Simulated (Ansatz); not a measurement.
Born–Oppenheimer molecular dynamics of a periodic cell of 16 atoms, InAs (surface InAs(110)). It goes on from the last frame of an earlier run, with new velocities.

Theory: Ansatz 0.2.0, DFT PBE, scalar-relativistic, plane waves, PAW. Settings: accuracy low, PAW set soft_1, cutoff 420 eV, k mesh 2x2x1, fermi-dirac smearing 0.05 eV, no spin polarisation.

| Item | Value |
| --- | --- |
| ensemble | NVE (velocity Verlet) |
| time step | 3 fs |
| steps asked | 300 |
| starting velocities drawn for | 750 K |
| atoms held | 1, 4, 6, 7 |
| seed | 265988 |

Frames 3 fs apart, positions in Å, forces in eV/Å.

Velocities at 540 fs (Å/ps):

```
In 0.00 0.00 0.00
As 6.18 -6.52 -4.71
In -4.72 -0.58 -1.94
As 0.00 0.00 0.00
In 2.41 -1.42 1.06
As 0.00 0.00 0.00
In 0.00 0.00 0.00
As -5.86 -3.40 -1.55
In -2.93 0.62 -2.86
As -0.08 3.18 2.14
In 0.36 0.30 0.06
As 0.66 0.00 -0.93
In 1.02 -0.09 -0.34
As -1.58 0.42 0.77
In -2.73 3.94 0.75
As -3.04 -2.46 -3.58
```

```xyz
16
Lattice="8.5362 0.0000 0.0000 0.0000 6.0360 0.0000 0.0000 0.0000 19.4021" Properties=species:S:1:pos:R:3:forces:R:3 time_fs=540 energy_less_start_eV=-0.068 T=794
In 0.000 0.000 1.000 -0.49 0.36 0.27
As 0.354 2.658 1.797 -1.32 -0.31 -0.03
In 4.713 4.619 3.850 0.28 0.07 0.06
As 2.134 4.527 1.000 -0.03 -0.06 0.18
In 1.995 6.434 4.359 0.10 -0.41 -0.20
As 6.402 4.527 1.000 -0.30 -0.10 0.46
In 4.268 0.000 1.000 0.21 0.59 -0.13
As 2.603 2.216 1.976 1.83 0.00 0.23
In 4.815 1.802 5.131 -0.05 -0.37 0.10
As 4.005 0.046 7.556 -0.23 0.80 -0.13
In 1.681 1.385 9.212 0.07 -0.08 -0.22
As 6.092 5.038 6.754 0.08 -0.60 -0.19
In 6.709 2.144 8.624 -0.08 0.00 -0.33
As 1.794 4.805 6.999 1.17 -1.01 -0.12
In -0.599 2.033 4.754 -0.08 -0.04 -0.12
As -0.027 0.137 7.123 -1.17 1.15 0.18
16
Lattice="8.5362 0.0000 0.0000 0.0000 6.0360 0.0000 0.0000 0.0000 19.4021" Properties=species:S:1:pos:R:3:forces:R:3 time_fs=543 energy_less_start_eV=-0.012 T=758
In 0.000 0.000 1.000 -0.51 0.27 0.27
As 0.372 2.638 1.783 -1.74 -0.20 -0.08
In 4.699 4.617 3.844 0.30 0.06 0.07
As 2.134 4.527 1.000 -0.02 -0.02 0.20
In 2.002 6.429 4.362 0.05 -0.39 -0.19
As 6.402 4.527 1.000 -0.30 -0.08 0.45
In 4.268 0.000 1.000 0.21 0.57 -0.15
As 2.586 2.206 1.972 2.25 -0.05 0.25
In 4.806 1.804 5.122 -0.04 -0.37 0.12
As 4.005 0.057 7.563 -0.21 0.76 -0.15
In 1.682 1.386 9.212 0.06 -0.10 -0.25
As 6.094 5.038 6.751 0.05 -0.57 -0.18
In 6.712 2.143 8.623 -0.08 -0.01 -0.33
As 1.790 4.806 7.002 1.21 -0.99 -0.11
In -0.607 2.045 4.756 -0.05 -0.06 -0.12
As -0.037 0.130 7.112 -1.18 1.18 0.19
16
Lattice="8.5362 0.0000 0.0000 0.0000 6.0360 0.0000 0.0000 0.0000 19.4021" Properties=species:S:1:pos:R:3:forces:R:3 time_fs=546 energy_less_start_eV=0.044 T=722
In 0.000 0.000 1.000 -0.53 0.18 0.27
As 0.388 2.618 1.769 -2.14 -0.08 -0.13
In 4.685 4.615 3.839 0.32 0.05 0.08
As 2.134 4.527 1.000 -0.02 0.01 0.22
In 2.010 6.425 4.365 0.00 -0.38 -0.17
As 6.402 4.527 1.000 -0.30 -0.05 0.44
In 4.268 0.000 1.000 0.22 0.55 -0.17
As 2.572 2.196 1.967 2.67 -0.10 0.28
In 4.798 1.806 5.114 -0.04 -0.37 0.15
As 4.004 0.067 7.569 -0.20 0.71 -0.18
In 1.683 1.387 9.212 0.04 -0.11 -0.27
As 6.096 5.037 6.748 0.02 -0.55 -0.17
In 6.715 2.143 8.621 -0.07 -0.01 -0.33
As 1.787 4.805 7.004 1.21 -0.94 -0.10
In -0.616 2.056 4.758 -0.03 -0.08 -0.12
As -0.048 0.124 7.102 -1.15 1.17 0.20
16
Lattice="8.5362 0.0000 0.0000 0.0000 6.0360 0.0000 0.0000 0.0000 19.4021" Properties=species:S:1:pos:R:3:forces:R:3 time_fs=549 energy_less_start_eV=0.093 T=690
In 0.000 0.000 1.000 -0.55 0.09 0.27
As 0.401 2.598 1.755 -2.51 0.04 -0.18
In 4.672 4.614 3.833 0.33 0.04 0.08
As 2.134 4.527 1.000 -0.01 0.03 0.24
In 2.017 6.420 4.368 -0.05 -0.37 -0.16
As 6.402 4.527 1.000 -0.30 -0.03 0.43
In 4.268 0.000 1.000 0.22 0.53 -0.18
As 2.561 2.186 1.963 3.05 -0.14 0.32
In 4.789 1.807 5.106 -0.03 -0.37 0.17
As 4.003 0.079 7.575 -0.19 0.65 -0.20
In 1.685 1.388 9.211 0.03 -0.11 -0.29
As 6.098 5.035 6.745 -0.01 -0.51 -0.15
In 6.718 2.143 8.620 -0.07 -0.02 -0.33
As 1.786 4.804 7.006 1.18 -0.85 -0.08
In -0.624 2.068 4.761 0.00 -0.10 -0.11
As -0.061 0.120 7.092 -1.10 1.14 0.19
16
Lattice="8.5362 0.0000 0.0000 0.0000 6.0360 0.0000 0.0000 0.0000 19.4021" Properties=species:S:1:pos:R:3:forces:R:3 time_fs=552 energy_less_start_eV=0.129 T=667
In 0.000 0.000 1.000 -0.57 -0.01 0.26
As 0.411 2.578 1.740 -2.79 0.15 -0.22
In 4.658 4.612 3.827 0.35 0.03 0.09
As 2.134 4.527 1.000 -0.01 0.04 0.27
In 2.024 6.415 4.371 -0.10 -0.36 -0.14
As 6.402 4.527 1.000 -0.30 -0.02 0.42
In 4.268 0.000 1.000 0.22 0.52 -0.20
As 2.554 2.175 1.960 3.35 -0.16 0.35
In 4.780 1.808 5.097 -0.02 -0.37 0.19
As 4.002 0.091 7.580 -0.18 0.59 -0.23
In 1.686 1.389 9.211 0.02 -0.12 -0.31
As 6.100 5.033 6.741 -0.03 -0.48 -0.13
In 6.721 2.143 8.618 -0.07 -0.02 -0.32
As 1.786 4.801 7.008 1.12 -0.74 -0.06
In -0.632 2.080 4.762 0.02 -0.12 -0.11
As -0.074 0.118 7.082 -1.01 1.07 0.17
16
Lattice="8.5362 0.0000 0.0000 0.0000 6.0360 0.0000 0.0000 0.0000 19.4021" Properties=species:S:1:pos:R:3:forces:R:3 time_fs=555 energy_less_start_eV=0.146 T=657
In 0.000 0.000 1.000 -0.59 -0.11 0.25
As 0.419 2.558 1.725 -2.95 0.24 -0.25
In 4.645 4.611 3.822 0.37 0.02 0.09
As 2.134 4.527 1.000 -0.01 0.03 0.30
In 2.031 6.409 4.374 -0.15 -0.35 -0.12
As 6.402 4.527 1.000 -0.30 -0.01 0.41
In 4.268 0.000 1.000 0.23 0.50 -0.22
As 2.551 2.164 1.957 3.53 -0.15 0.37
In 4.771 1.808 5.089 -0.01 -0.36 0.21
As 4.001 0.105 7.586 -0.17 0.52 -0.26
In 1.687 1.389 9.210 0.01 -0.13 -0.33
As 6.102 5.030 6.738 -0.06 -0.44 -0.12
In 6.724 2.142 8.616 -0.07 -0.02 -0.32
As 1.787 4.798 7.009 1.03 -0.61 -0.04
In -0.640 2.091 4.764 0.04 -0.13 -0.11
As -0.089 0.116 7.072 -0.89 0.98 0.15
16
Lattice="8.5362 0.0000 0.0000 0.0000 6.0360 0.0000 0.0000 0.0000 19.4021" Properties=species:S:1:pos:R:3:forces:R:3 time_fs=558 energy_less_start_eV=0.141 T=660
In 0.000 0.000 1.000 -0.61 -0.21 0.23
As 0.422 2.539 1.710 -2.97 0.33 -0.26
In 4.632 4.609 3.816 0.38 0.00 0.09
As 2.134 4.527 1.000 -0.01 0.01 0.33
In 2.038 6.403 4.376 -0.20 -0.34 -0.10
As 6.402 4.527 1.000 -0.30 0.00 0.40
In 4.268 0.000 1.000 0.23 0.49 -0.23
As 2.551 2.153 1.954 3.56 -0.10 0.38
In 4.762 1.809 5.081 0.00 -0.36 0.23
As 4.000 0.118 7.591 -0.17 0.46 -0.30
In 1.688 1.389 9.209 -0.01 -0.13 -0.35
As 6.104 5.027 6.734 -0.08 -0.40 -0.10
In 6.726 2.142 8.613 -0.07 -0.02 -0.31
As 1.790 4.794 7.011 0.94 -0.46 -0.02
In -0.649 2.103 4.766 0.07 -0.14 -0.12
As -0.105 0.116 7.062 -0.76 0.88 0.13
16
Lattice="8.5362 0.0000 0.0000 0.0000 6.0360 0.0000 0.0000 0.0000 19.4021" Properties=species:S:1:pos:R:3:forces:R:3 time_fs=561 energy_less_start_eV=0.114 T=677
In 0.000 0.000 1.000 -0.63 -0.31 0.21
As 0.423 2.520 1.695 -2.84 0.39 -0.24
In 4.620 4.607 3.811 0.40 -0.01 0.09
As 2.134 4.527 1.000 0.00 -0.02 0.36
In 2.045 6.397 4.378 -0.26 -0.33 -0.09
As 6.402 4.527 1.000 -0.30 0.01 0.39
In 4.268 0.000 1.000 0.23 0.47 -0.25
As 2.556 2.142 1.952 3.45 -0.03 0.37
In 4.753 1.809 5.074 0.01 -0.35 0.25
As 3.998 0.133 7.596 -0.17 0.38 -0.33
In 1.690 1.390 9.208 -0.02 -0.14 -0.36
As 6.106 5.023 6.730 -0.11 -0.36 -0.08
In 6.729 2.142 8.611 -0.07 -0.02 -0.29
As 1.794 4.789 7.013 0.83 -0.31 0.01
In -0.657 2.114 4.768 0.09 -0.15 -0.12
As -0.122 0.117 7.053 -0.61 0.77 0.10
16
Lattice="8.5362 0.0000 0.0000 0.0000 6.0360 0.0000 0.0000 0.0000 19.4021" Properties=species:S:1:pos:R:3:forces:R:3 time_fs=564 energy_less_start_eV=0.071 T=704
In 0.000 0.000 1.000 -0.65 -0.42 0.19
As 0.420 2.501 1.679 -2.58 0.45 -0.21
In 4.608 4.606 3.805 0.42 -0.03 0.09
As 2.134 4.527 1.000 0.00 -0.07 0.39
In 2.052 6.391 4.381 -0.31 -0.31 -0.07
As 6.402 4.527 1.000 -0.30 0.01 0.38
In 4.268 0.000 1.000 0.24 0.46 -0.27
As 2.565 2.131 1.950 3.19 0.08 0.35
In 4.744 1.809 5.066 0.02 -0.34 0.26
As 3.996 0.147 7.600 -0.17 0.31 -0.37
In 1.691 1.390 9.206 -0.03 -0.14 -0.37
As 6.108 5.019 6.726 -0.13 -0.32 -0.06
In 6.732 2.141 8.608 -0.07 -0.02 -0.28
As 1.798 4.784 7.015 0.72 -0.15 0.03
In -0.665 2.125 4.769 0.10 -0.16 -0.13
As -0.140 0.118 7.044 -0.46 0.65 0.07
16
Lattice="8.5362 0.0000 0.0000 0.0000 6.0360 0.0000 0.0000 0.0000 19.4021" Properties=species:S:1:pos:R:3:forces:R:3 time_fs=567 energy_less_start_eV=0.020 T=737
In 0.000 0.000 1.000 -0.67 -0.53 0.16
As 0.414 2.483 1.663 -2.21 0.50 -0.15
In 4.596 4.604 3.800 0.43 -0.05 0.08
As 2.134 4.527 1.000 0.01 -0.13 0.42
In 2.059 6.384 4.383 -0.36 -0.29 -0.05
As 6.402 4.527 1.000 -0.31 0.01 0.37
In 4.268 0.000 1.000 0.25 0.45 -0.29
As 2.578 2.120 1.948 2.83 0.20 0.31
In 4.735 1.808 5.059 0.03 -0.33 0.27
As 3.994 0.163 7.604 -0.17 0.23 -0.41
In 1.692 1.390 9.204 -0.04 -0.14 -0.38
As 6.110 5.014 6.722 -0.15 -0.28 -0.04
In 6.734 2.141 8.605 -0.08 -0.01 -0.26
As 1.804 4.779 7.017 0.62 0.00 0.05
In -0.673 2.136 4.771 0.12 -0.17 -0.14
As -0.158 0.121 7.035 -0.31 0.53 0.04
16
Lattice="8.5362 0.0000 0.0000 0.0000 6.0360 0.0000 0.0000 0.0000 19.4021" Properties=species:S:1:pos:R:3:forces:R:3 time_fs=570 energy_less_start_eV=-0.029 T=768
In 0.000 0.000 1.000 -0.69 -0.64 0.14
As 0.405 2.465 1.647 -1.77 0.56 -0.07
In 4.584 4.603 3.795 0.45 -0.07 0.08
As 2.134 4.527 1.000 0.02 -0.19 0.45
In 2.065 6.377 4.385 -0.40 -0.28 -0.04
As 6.402 4.527 1.000 -0.31 0.01 0.37
In 4.268 0.000 1.000 0.26 0.43 -0.31
As 2.594 2.110 1.947 2.39 0.34 0.27
In 4.727 1.807 5.051 0.04 -0.32 0.28
As 3.992 0.178 7.608 -0.18 0.15 -0.45
In 1.693 1.390 9.202 -0.04 -0.14 -0.39
As 6.111 5.010 6.718 -0.17 -0.24 -0.03
In 6.737 2.140 8.602 -0.08 -0.01 -0.25
As 1.810 4.774 7.018 0.52 0.14 0.07
In -0.681 2.147 4.772 0.14 -0.17 -0.15
As -0.176 0.124 7.025 -0.17 0.41 0.02
16
Lattice="8.5362 0.0000 0.0000 0.0000 6.0360 0.0000 0.0000 0.0000 19.4021" Properties=species:S:1:pos:R:3:forces:R:3 time_fs=573 energy_less_start_eV=-0.069 T=794
In 0.000 0.000 1.000 -0.71 -0.75 0.11
As 0.395 2.448 1.631 -1.31 0.62 0.03
In 4.573 4.601 3.790 0.46 -0.09 0.07
As 2.134 4.527 1.000 0.04 -0.26 0.48
In 2.071 6.370 4.388 -0.45 -0.26 -0.02
As 6.402 4.527 1.000 -0.32 0.01 0.36
In 4.268 0.000 1.000 0.27 0.41 -0.33
As 2.612 2.099 1.947 1.93 0.47 0.22
In 4.718 1.806 5.045 0.05 -0.31 0.29
As 3.989 0.193 7.611 -0.19 0.07 -0.48
In 1.694 1.390 9.200 -0.05 -0.14 -0.39
As 6.112 5.004 6.714 -0.19 -0.21 -0.01
In 6.739 2.140 8.598 -0.08 0.00 -0.23
As 1.817 4.769 7.020 0.44 0.28 0.09
In -0.689 2.158 4.773 0.15 -0.17 -0.17
As -0.195 0.127 7.016 -0.03 0.31 -0.01
```

Of the whole run (900 fs, mean temperature of the second half 924 K): The conserved energy stayed within 0.085 meV per atom of its start (net change 0.015 meV per atom), so the integration is sound. A run of 0.9 ps of so small a system gives no equilibrium averages. Limits of this set-up: coarse k mesh, thin slab, slab without dipole correction, a typed lattice constant that wasn't relaxed here, low accuracy level.

The run took 8.9 min on 4 threads of AMD EPYC 9R45 96-Core Processor (Zen 5) (shared host), peak memory 2.9 GiB.
